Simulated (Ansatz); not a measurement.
What does this script print? It uses Ansatz 0.2.0, Python API.

`clgeh2n_pa.py`
```python
"""Adding a proton to ClGeH2N."""

import warnings

import ansatz as az
import numpy as np

warnings.simplefilter("ignore", az.DeckWarning)

geometry_ang = [
    ("N", [-0.8357, 0.2854, -0.3142]),
    ("Ge", [-0.1597, -0.8106, 0.9579]),
    ("Cl", [1.9691, -0.812, 0.7648]),
    ("H", [-0.3791, 1.2802, -0.1781]),
    ("H", [-0.5447, -0.0166, -1.2719]),
]
mol = az.Crystal.molecule()
for symbol, xyz in geometry_ang:
    mol = mol.atom(symbol, xyz)

calculation = (
    mol.calculation()
    .basis(gaussian="def2-SVP")
    .functional("r2SCAN")
)
symbols = [site.symbol for site in mol.cartesian_sites]
start = np.array([site.position_ang for site in mol.cartesian_sites], dtype=float)
summary = calculation.relax(force_tolerance=0.01).run(threads=1).report
end = np.array(summary["positions_ang"])

# start the new hydrogen opposite the existing bonds
away = sum((end[0] - end[j]) / np.linalg.norm(end[0] - end[j]) for j in [1, 3, 4]) + np.array([0.15, 0.1, -0.2])
proton = end[0] + 1.0 * away / np.linalg.norm(away)
acid = az.Crystal.molecule()
for symbol, place in zip(symbols, end):
    acid = acid.atom(symbol, place.tolist())
acid = acid.atom("H", proton.tolist())
protonated = (
    acid.calculation()
    .basis(gaussian="def2-SVP")
    .functional("r2SCAN")
    .charge(1)
    .relax(force_tolerance=0.01, max_steps=80)
)
after = protonated.run(threads=1).report
xyz = np.array(after["positions_ang"])
reach = np.linalg.norm(xyz[:-1] - xyz[-1], axis=1)
print(f"base {summary['free_energy_ev']:.5f} eV, protonated {after['free_energy_ev']:.5f} eV")
print(f"the proton ends {reach.min():.3f} A from {symbols[reach.argmin()]}{reach.argmin()}")
print(f"electronic proton affinity {96.485332 * (summary['free_energy_ev'] - after['free_energy_ev']):.1f} kJ/mol")
```

```console
$ python clgeh2n_pa.py
base -70551.17663 eV, protonated -70560.36181 eV
the proton ends 1.029 A from N0
electronic proton affinity 886.2 kJ/mol
```

Notes:
- Total energies depend on the basis set; only differences at equal settings carry meaning.
- The proton is put on one chosen atom, which needn't be the most basic site, so the molecule's proton affinity can be higher; the ends are stationary points, not checked by frequencies, and zero-point and thermal terms count only where printed.
- Hardware and time: 61 s on 1 thread of Intel(R) Xeon(R) Platinum 8488C (Sapphire Rapids) (shared host), peak memory 0.25 GiB.

(Lines on the test bed's own set-up are left out of the output.)
